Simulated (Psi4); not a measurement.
# InNH2Cl (SMILES [NH2][In][Cl]): U-r2SCAN/def2-SVP (core potential)

Aim: the energy change on altering one bond length of InNH2Cl at U-r2SCAN/def2-SVP (core potential), from 2 runs. 

The calculation is run with Psi4 1.11.

1 further run of the same task is left out (it didn't finish).

## 1. The system as given

InNH2Cl has 5 atoms, charge 0, and is taken as a doublet. SMILES: `[NH2][In][Cl]`. The coordinates come from a PBE0-D4/def2-TZVP relaxation. This is one conformer, not always the lowest.

Bond lengths: N1–In2 2.072 Å, In2–Cl3 2.369 Å, N1–H4 1.015 Å, N1–H5 1.017 Å. Angles: N1–In2–Cl3 113.1°, In2–N1–H4 113.0°, In2–N1–H5 110.3°, H4–N1–H5 107.4°.

## 2. Energy and gradient at U-r2SCAN/def2-SVP (core potential)

File clh2inn.xyz:

```xyz
5
ClH2InN
N     -0.142600     0.808600    -0.493900
In    -0.411600    -1.217800    -0.153300
Cl     1.391500    -2.211500     1.018700
H     -0.999700     1.283800    -0.756700
H      0.212300     1.263200     0.343800
```

File job.py:

```python
import psi4

psi4.set_memory('2200 MB')
psi4.set_num_threads(1)
psi4.core.set_output_file('run.log', False)

with open('clh2inn.xyz') as f:
    atoms = ''.join(f.readlines()[2:])
m = psi4.geometry('0 2\n' + atoms + 'symmetry c1')

psi4.set_options({
    'basis': 'def2-SVP',
    'reference': 'uks',
    'puream': True,
    'e_convergence': 1e-09,
    'd_convergence': 1e-08,
    'scf_type': 'pk',
    'dft_radial_points': 99,
    'dft_spherical_points': 590,
    'maxiter': 100,
})

e_tot, wfn = psi4.gradient('r2scan', return_wfn=True)
psi4.oeprop(wfn, 'QUADRUPOLE', 'LOWDIN_CHARGES', 'DIPOLE', title='R2SCAN')
print('gradient / Eh bohr^-1')
print(e_tot.np.round(6))
print(f'energy = {wfn.energy():.10f} Eh')
for k, v in sorted(psi4.core.scalar_variables().items()):
    print(f'{k:45s} {v:18.10f}')
```

Run with:

```bash
$ python job.py
```

run.log:

```text
[...]
    !!!  WARNING: ECP capability is in beta. Please check occupations closely.  !!!
[...]
  Running in c1 symmetry.
[...]
  Nuclear repulsion =  154.716518533842446
[...]
  Multiplicity = 2
[...]
  Nalpha       = 24
  Nbeta        = 23
[...]
    Number of basis functions: 68
[...]
   @UKS iter   1:  -705.76037565644515   -7.76589e-01   1.30796e-02 ADIIS/DIIS
[...]
   @UKS iter  15:  -706.14430636326256    4.54747e-13   3.24644e-09 DIIS
[...]
   @S^2 Observed:                7.576844333E-01
[...]
    Orbital Energies [Eh]
    ---------------------
    Alpha Occupied:
       1A   -101.130529     2A    -14.175587     3A     -9.329392
       4A     -7.078031     5A     -7.072043     6A     -7.071719
       7A     -4.626171     8A     -3.032504     9A     -3.027930
      10A     -3.024825    11A     -0.810665    12A     -0.758114
      13A     -0.724610    14A     -0.722853    15A     -0.722441
      16A     -0.714087    17A     -0.697691    18A     -0.446921
      19A     -0.397731    20A     -0.319690    21A     -0.273922
      22A     -0.270224    23A     -0.253704    24A     -0.205653
    Alpha Virtual:
      25A     -0.070907    26A      0.003962    27A      0.012680
[...]
  @UKS Final Energy:  -706.14430636326256
   => Energetics <=
    Nuclear Repulsion Energy =            154.7165185338424465
    One-Electron Energy =               -1354.8743425807663243
    Two-Electron Energy =                 546.6929226017409746
    DFT Exchange-Correlation Energy =     -52.6794049180796407
    Empirical Dispersion Energy =           0.0000000000000000
    VV10 Nonlocal Energy =                  0.0000000000000000
    Total Energy =                       -706.1443063632625581
[...]
  -Total Gradient:
     Atom            X                  Y                   Z
    ------   -----------------  -----------------  -----------------
       1       -0.005089801746     0.000554457620     0.004853495526
       2        0.007014706020     0.004579806117     0.002417713662
       3       -0.005311914685     0.002148028278    -0.003088975941
       4        0.005473462742    -0.003947281883     0.001505760348
       5       -0.001712693732    -0.003793693790    -0.005539705580
[...]
 Multipole Moments:
 ------------------------------------------------------------------------------------
     Multipole            Electronic (a.u.)      Nuclear  (a.u.)        Total (a.u.)
 ------------------------------------------------------------------------------------
 L = 1.  Multiply by 2.5417464519 to convert [e a0] to [Debye]
 Dipole X            :        -26.8537294           25.7573826           -1.0963468
 Dipole Y            :         -4.3223185            5.0215680            0.6992495
 Dipole Z            :        -13.8634902           13.6131492           -0.2503410
 Magnitude           :                                                    1.3242344
 L = 2.  Multiply by 1.3450342976 to convert [e a0^2] to [Debye ang]
 Quadrupole XX       :       -167.3765981          135.3146268          -32.0619713
 Quadrupole XY       :         97.4384168          -97.7500266           -0.3116098
[...]
```

Standard output:

```text
gradient / Eh bohr^-1
[[-0.00509   0.000554  0.004853]
 [ 0.007015  0.00458   0.002418]
 [-0.005312  0.002148 -0.003089]
 [ 0.005473 -0.003947  0.001506]
 [-0.001713 -0.003794 -0.00554 ]]
energy = -706.1443063633 Eh
CURRENT ENERGY                                   -706.1443063633
CURRENT REFERENCE ENERGY                         -706.1443063633
DD SOLVATION ENERGY                                 0.0000000000
DFT FUNCTIONAL TOTAL ENERGY                      -706.1443063633
DFT TOTAL ENERGY                                 -706.1443063633
DFT VV10 ENERGY                                     0.0000000000
DFT XC ENERGY                                     -52.6794049181
GRID ELECTRONS ALPHA                               24.0000003151
GRID ELECTRONS BETA                                23.0000003392
GRID ELECTRONS TOTAL                               47.0000006543
NUCLEAR REPULSION ENERGY                          154.7165185338
ONE-ELECTRON ENERGY                             -1354.8743425808
PCM POLARIZATION ENERGY                             0.0000000000
PE ENERGY                                           0.0000000000
SCF ITERATION ENERGY                             -706.1443063633
SCF ITERATIONS                                     15.0000000000
SCF TOTAL ENERGY                                 -706.1443063633
TWO-ELECTRON ENERGY                               546.6929226017
XC GRID RADIAL POINTS                              99.0000000000
XC GRID SPHERICAL POINTS                          590.0000000000
XC GRID TOTAL POINTS                           277891.0000000000
```

Wall time 69 s (1 thread of Intel Xeon at 2.50GHz (Skylake/Cascade Lake), shared host); peak memory 1.3 GiB.

## 3. The distorted shape: a single-point energy at U-r2SCAN/def2-SVP (core potential)

File calc.inp:

```
memory 2200 MB

molecule {
  0 2
  N     -1.044142     1.305446    -1.079895
  In    -1.313142    -0.720954    -0.739295
  Cl     1.391500    -2.211500     1.018700
  H     -1.901242     1.780646    -1.342695
  H     -0.689242     1.760046    -0.242195
  symmetry c1
  no_reorient
  no_com
}

set {
  reference uks
  puream true
  e_convergence 1e-09
  d_convergence 1e-08
  scf_type pk
  dft_radial_points 99
  dft_spherical_points 590
  maxiter 100
}

e_tot = energy("r2scan/def2-SVP")
```

Run with:

```bash
$ psi4 -i calc.inp -o calc.out -n 1
```

calc.out:

```text
[...]
    !!!  WARNING: ECP capability is in beta. Please check occupations closely.  !!!
[...]
  Running in c1 symmetry.
[...]
  Nuclear repulsion =  123.518662029254287
[...]
  Multiplicity = 2
[...]
  Nalpha       = 24
  Nbeta        = 23
[...]
    Number of basis functions: 68
[...]
   @UKS iter   1:  -705.70993019857895   -8.69283e-01   1.28558e-02 DIIS/ADIIS
[...]
   @UKS iter  21:  -706.08169863510352   -1.13687e-13   3.71003e-09 DIIS
[...]
   @S^2 Observed:                7.642006294E-01
[...]
    Orbital Energies [Eh]
    ---------------------
    Alpha Occupied:
       1A   -101.100363     2A    -14.188623     3A     -9.296225
       4A     -7.050734     5A     -7.037678     6A     -7.037207
       7A     -4.642145     8A     -3.047454     9A     -3.046287
      10A     -3.038731    11A     -0.825832    12A     -0.740596
      13A     -0.740538    14A     -0.735784    15A     -0.734394
      16A     -0.726086    17A     -0.687665    18A     -0.462707
      19A     -0.401146    20A     -0.285261    21A     -0.266656
      22A     -0.238483    23A     -0.226925    24A     -0.224951
    Alpha Virtual:
      25A     -0.090196    26A     -0.080765    27A     -0.004013
[...]
  @UKS Final Energy:  -706.08169863510352
   => Energetics <=
    Nuclear Repulsion Energy =            123.5186620292542869
    One-Electron Energy =               -1292.6905570200526654
    Two-Electron Energy =                 515.6939639677473224
    DFT Exchange-Correlation Energy =     -52.6037676120524225
    Empirical Dispersion Energy =           0.0000000000000000
    VV10 Nonlocal Energy =                  0.0000000000000000
    Total Energy =                       -706.0816986351035212
[...]
 Multipole Moments:
 ------------------------------------------------------------------------------------
     Multipole            Electronic (a.u.)      Nuclear  (a.u.)        Total (a.u.)
 ------------------------------------------------------------------------------------
 L = 1.  Multiply by 2.5417464519 to convert [e a0] to [Debye]
 Dipole X            :         24.1311388          -26.1159395           -1.9848007
 Dipole Y            :         77.0501998          -75.6962303            1.3539695
 Dipole Z            :         13.0490608          -13.8922271           -0.8431663
 Magnitude           :                                                    2.5462908
[...]
```

Wall time 72 s (1 thread of Intel Xeon at 2.50GHz (Skylake/Cascade Lake), shared host); peak memory 1.3 GiB.

## 4. What came out

Level: U-r2SCAN/def2-SVP (core potential).

```
                                                           quantity          value
                                          first shape: total energy  -706.14431 Eh
                                         first shape: dipole moment         3.37 D
                    first shape: HOMO energy (highest over α and β)       -5.60 eV
                     first shape: LUMO energy (lowest over α and β)       -4.07 eV
                                                  first shape: ⟨S²⟩          0.758
                              first shape: largest force on an atom     0.448 eV/Å
                                      distorted shape: total energy  -706.08170 Eh
                                     distorted shape: dipole moment         6.47 D
                distorted shape: HOMO energy (highest over α and β)       -5.84 eV
                 distorted shape: LUMO energy (lowest over α and β)       -5.33 eV
                                              distorted shape: ⟨S²⟩          0.764
energy change with the In2–Cl3 bond stretched from 2.369 to 3.553 Å       1.704 eV
```

In words: With the In2–Cl3 bond stretched from 2.369 to 3.553 Å the energy rises by 1.70 eV (164 kJ/mol). The first shape isn't relaxed at this level, so the change isn't measured from a minimum. The largest force (first shape) is 0.45 eV/Å: the shape isn't a stationary point for this species at this level.
